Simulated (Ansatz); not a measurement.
# CH₅FNSi radical: one species, many methods

The task here is to estimate one member of a computed series from the others.

Program: Ansatz 0.2.0, Gaussian basis. Level of theory: functionals in def2-TZVPP, the program's frozen cores in correlated methods. These are calculated values, not measurements.

The runs, in order: LDA (SPW92), PBE-D4, revPBE-D4, BLYP-D4, r2SCAN-D4, B97M-V, PBE0-D4, B3LYP-D4, r2SCANh-D4, r2SCAN0-D4, HSE06-D4, BHLYP-D4, CAM-B3LYP-D4, LC-ωPBE, ωB97X-V, ωB97M-V, B2PLYP, PBE-QIDH; CCSD(T)/def2-SVP; CCSD(T)/def2-TZVPP; MP2/def2-QZVPP; extrapolation to the limit; RPA on PBE.

### The geometry

An earlier PBE0-D4 in a triple-zeta def2 set relaxation fixed the geometry.

SMILES `C[SiH]([NH])F`, 9 atoms, charge 0, spin multiplicity 2.

Atoms are counted from 1 here; the program's logs count them from 0.

Bond lengths: C1–Si2 1.852 Å, C1–H5 1.092 Å, C1–H6 1.092 Å, C1–H7 1.093 Å, Si2–N3 1.731 Å, Si2–F4 1.606 Å, Si2–H8 1.485 Å, N3–H9 1.020 Å. Angles: Si2–C1–H5 110.9°, Si2–C1–H6 110.3°, Si2–C1–H7 110.1°, H5–C1–H6 108.4°, H5–C1–H7 108.4°, H6–C1–H7 108.7°, C1–Si2–N3 109.0°, C1–Si2–F4 108.5°, C1–Si2–H8 113.1°, N3–Si2–F4 113.9°, N3–Si2–H8 105.7°, F4–Si2–H8 106.7°, Si2–N3–H9 117.8°.

The first run:

The input, in.yaml:

```yaml
crystal:
  periodic: [false, false, false]
  atoms:
    - {symbol: C, position_ang: [-0.394081, 1.112026, -0.371788]}
    - {symbol: Si, position_ang: [-0.145814, -0.646657, 0.154161]}
    - {symbol: N, position_ang: [1.352949, -0.771582, 1.010697]}
    - {symbol: F, position_ang: [-0.231671, -1.584617, -1.146396]}
    - {symbol: H, position_ang: [0.400013, 1.432152, -1.049858]}
    - {symbol: H, position_ang: [-0.390539, 1.771121, 0.498684]}
    - {symbol: H, position_ang: [-1.351504, 1.218458, -0.887213]}
    - {symbol: H, position_ang: [-1.187652, -1.126366, 1.097249]}
    - {symbol: H, position_ang: [2.036999, -1.450935, 0.677463]}
basis:
  gaussian: {orbitals: def2-TZVPP}
magnetization: {spin_polarized: true, initial_magnetization: 1}
hamiltonian: {xc: lda}
output: {orbitals: {seedname: orbitals}}
```

On the command line:

```sh
ansatz run in.yaml --threads 4 --pin off --events-out ev --progress --plain --max-ram 10444MiB
```

Steps of the session up to this table: LDA; PBE-D4 (GGA); revPBE-D4 (GGA); BLYP-D4 (GGA); r2SCAN-D4 (meta-GGA); B97M-V (meta-GGA); B3LYP-D4 (hybrid); r2SCANh-D4 (hybrid); r2SCAN0-D4 (hybrid); HSE06-D4 (hybrid); BHLYP-D4 (hybrid); CAM-B3LYP-D4 (range-separated); LC-ωPBE (range-separated); ωB97X-V (range-separated); ωB97M-V (range-separated); B2PLYP (double hybrid); PBE-QIDH (double hybrid).

One table of the session follows, with a row left open; its other results are not shown here.

It belongs to the step «Frontier levels by functional». 

| functional | HOMO (eV) | LUMO (eV) | gap (eV) |
| --- | --- | --- | --- |
| LDA (SPW92) | -6.71 | -5.50 | 1.20 |
| PBE-D4 | -6.67 | -4.95 | 1.71 |
| revPBE-D4 | ? | ? | ? |
| BLYP-D4 | -6.57 | -4.93 | 1.63 |
| r2SCAN-D4 | -7.04 | -4.32 | 2.72 |
| B97M-V | -7.16 | -4.45 | 2.71 |
| PBE0-D4 | -8.27 | -3.49 | 4.78 |
| B3LYP-D4 | -8.01 | -3.98 | 4.03 |
| r2SCANh-D4 | -7.63 | -3.81 | 3.83 |
| r2SCAN0-D4 | -8.51 | -3.04 | 5.47 |
| HSE06-D4 | -7.86 | -3.89 | 3.97 |
| BHLYP-D4 | -9.76 | -2.09 | 7.67 |
| CAM-B3LYP-D4 | -9.78 | -2.41 | 7.37 |
| LC-ωPBE | -11.25 | -0.88 | 10.37 |
| ωB97X-V | -10.83 | -1.34 | 9.49 |
| ωB97M-V | -10.69 | -1.45 | 9.24 |

Estimate the missing values for revPBE-D4.

As computed: HOMO (eV): -6.62; LUMO (eV): -4.80; gap (eV): 1.82. In the column «HOMO (eV)» it lies between PBE-D4 (-6.67) and BLYP-D4 (-6.57).
